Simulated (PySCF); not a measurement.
**Mo(CH)Cl3: geometry, NMR shifts and electronic excitations**

Aim: predict the NMR shifts and electronic excitations of Mo(CH)Cl3 (`[CH]#[Mo]([Cl])([Cl])[Cl]`).

Programs: PySCF 2.14.0, with density-fitted response routines of our own. Each step states its level of theory. These are calculated values for one molecule in the gas phase, unless marked as measured. Atoms count from 0, in the outputs and in this text.

### 1 Starting geometry

6 atoms, charge 0, multiplicity 1; geometry from: GFN2-xTB.

Bonds of the start (Å): Mo0–C1 1.82, Mo0–Cl3 2.19, Mo0–Cl4 2.19, Mo0–Cl5 2.20, C1–H2 1.07.

### 2 Relaxing the molecule at PBE0-D3(BJ)/def2-SVP

What the job is given:

```
{"job": {"xc": "PBE0", "basis": "def2-SVP", "d3": "d3bj", "grid": 1, "maxiter": 40, "kind": "geom"}, "charge": 0, "multiplicity": 1}
Mo    -0.005160    -0.003830    -0.455170
C      0.018470     0.012370     1.366810
H      0.033190     0.019040     2.439160
Cl     2.075480    -0.004060    -1.145010
Cl    -1.064840     1.799560    -1.116640
Cl    -1.057140    -1.823080    -1.089150
```

**Question.** This job is followed by: GIAO PBE0/pcSseg-1 Mo:def2-TZVP NMR shielding, non-relativistic, gas phase; TDDFT wB97X-D/def2-SVPD, vertical, gas phase, core orbitals frozen in the response; GIAO B3LYP/pcSseg-1 Mo:def2-TZVP NMR shielding, non-relativistic, gas phase. What will the session give for the following? point group; rotational constants (main isotopes); ¹³C shifts against TMS (PBE0/def2-TZVP+pcSseg-1); ¹H shifts against TMS (PBE0/def2-TZVP+pcSseg-1); ³⁵Cl shifts against HCl (PBE0/def2-TZVP+pcSseg-1, means over atoms taken as alike); lowest singlet (wB97X-D/def2-SVPD); brightest single state of those computed; lowest triplet; range of the shift of Cl3.

The runs gave:

| quantity | value |
| --- | --- |
| point group | C3v |
| rotational constants (main isotopes) | 1.59, 1.58, 1.00 GHz |
| ¹³C shifts against TMS (PBE0/def2-TZVP+pcSseg-1) | 361.5 ppm |
| ¹H shifts against TMS (PBE0/def2-TZVP+pcSseg-1) | 7.23 ppm |
| ³⁵Cl shifts against HCl (PBE0/def2-TZVP+pcSseg-1, means over atoms taken as alike) | 550 ppm |
| lowest singlet (wB97X-D/def2-SVPD) | 2.78 eV (446 nm), f = 0.000 |
| brightest single state of those computed | state 10, 5.19 eV, f = 0.022 |
| lowest triplet | 2.55 eV |
| range of the shift of Cl3 | 550 to 566 ppm |

**Reading.** The optimisation took 11 steps and gained 0.458 eV; among the close pairs (by a distance rule), Mo0–C1 changed most, from 1.822 to 1.698 Å. At PBE0/def2-TZVP+pcSseg-1: The largest span, 1639 ppm, is at Cl3, Cl4, Cl5, where the paramagnetic term is -754 ppm. The first singlet state (HOMO−1→LUMO 0.49, HOMO→LUMO+1 0.48) lies at 2.78 eV and is dark; of the 10 states computed, the strongest absorption comes from state 10 at 5.19 eV (the last computed, so partners may be missing). The lowest triplet lies 0.23 eV below the lowest singlet (triplets in Tamm-Dancoff, singlets in full TDDFT). In ppm, Cl3 (with its like atoms) moves most: its shift spreads over 16 ppm, from 550 (PBE0/def2-TZVP+pcSseg-1) to 566 (B3LYP/def2-TZVP+pcSseg-1). Spin-orbit coupling is left out, which matters for shieldings and couplings at and beside the heavy atoms.
